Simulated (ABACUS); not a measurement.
The system is NaLaMnMoO6.

```
Na La Mn Mo O
1.0
     5.55735    0.00000    0.00053
     0.00000    5.59794    0.00000
    -0.06290    0.00000    8.02462
Na La Mn Mo O
2 2 2 2 12
Direct
  0.75008 0.51572 0.49924
  0.24992 0.01572 0.50076
  0.25715 0.95896 0.99937
  0.74285 0.45896 0.00063
  0.24767 0.48762 0.25607
  0.75233 0.98762 0.74393
  0.75559 0.99666 0.27090
  0.24441 0.49666 0.72910
  0.67335 0.97830 0.49061
  0.03402 0.81017 0.27726
  0.93353 0.28910 0.28026
  0.47817 0.20966 0.19922
  0.54435 0.73563 0.20079
  0.82956 0.01818 0.00392
  0.32665 0.47830 0.50939
  0.96598 0.31017 0.72274
  0.06647 0.78910 0.71974
  0.52183 0.70966 0.80078
  0.45565 0.23563 0.79921
  0.17044 0.51818 0.99608
```

The cell was built by a generator and needn't be a form met in nature.

Base run:

| Property | Result |
| --- | --- |
| Program | ABACUS 3.10.1 |
| Functional | PBE |
| Potentials or basis | PseudoDojo NC SR 0.4.1 PBE standard |
| Cutoff | 1510 eV |
| Density cutoff | 6041 eV |
| Basis | DZP LCAO (the cutoffs set its grid) |
| k mesh | 5 × 5 × 4 |
| Occupations | fermi-dirac, width 0.05 eV |
| Spin | collinear spin, ferromagnetic start |
| Starting moments | [0.0, 0.0, 0.0, 0.0, 4.0, 4.0, 1.0, 1.0, 0.0, 0.0, 0.0, 0.0, 0.0, 0.0, 0.0, 0.0, 0.0, 0.0, 0.0, 0.0] μB |

Its results: band gap on the k mesh 0.16 eV, indirect (least direct gap 0.20 eV); pressure 1.3 GPa; net moment 9.98 μB per cell; site moments Na -0.00; La -0.02; Mn +4.53; Mo +0.40; O -0.01, +0.01, +0.04, -0.00, +0.02, +0.00 μB; largest force 0.300 eV/Å.

**Question.** The run is repeated on the same cell with these changes: potentials or basis from PseudoDojo NC SR 0.4.1 PBE standard to PseudoDojo NC SR 0.5 PBE standard; k mesh from 5 × 5 × 4 to 4 × 4 × 3. What comes out?

**Answer.** Band gap on the k mesh 0.25 eV, indirect (least direct gap 0.29 eV); pressure 1.3 GPa; net moment 9.98 μB per cell; site moments Na -0.00; La -0.02; Mn +4.53; Mo +0.41, +0.40; O -0.01, +0.01, +0.04, -0.00, +0.00 μB; largest force 0.297 eV/Å.

Caveats: the atomic orbitals were generated for these runs and aren't a published set; spin-orbit coupling is left out, which moves the levels of the heavy elements; an odd mesh through Γ misses points on the zone boundary, where band edges often lie; the basis of atomic orbitals isn't converged, which shifts pressures, moduli and gaps; only a ferromagnetic start was run, and an antiferromagnetic order may lie lower in energy.
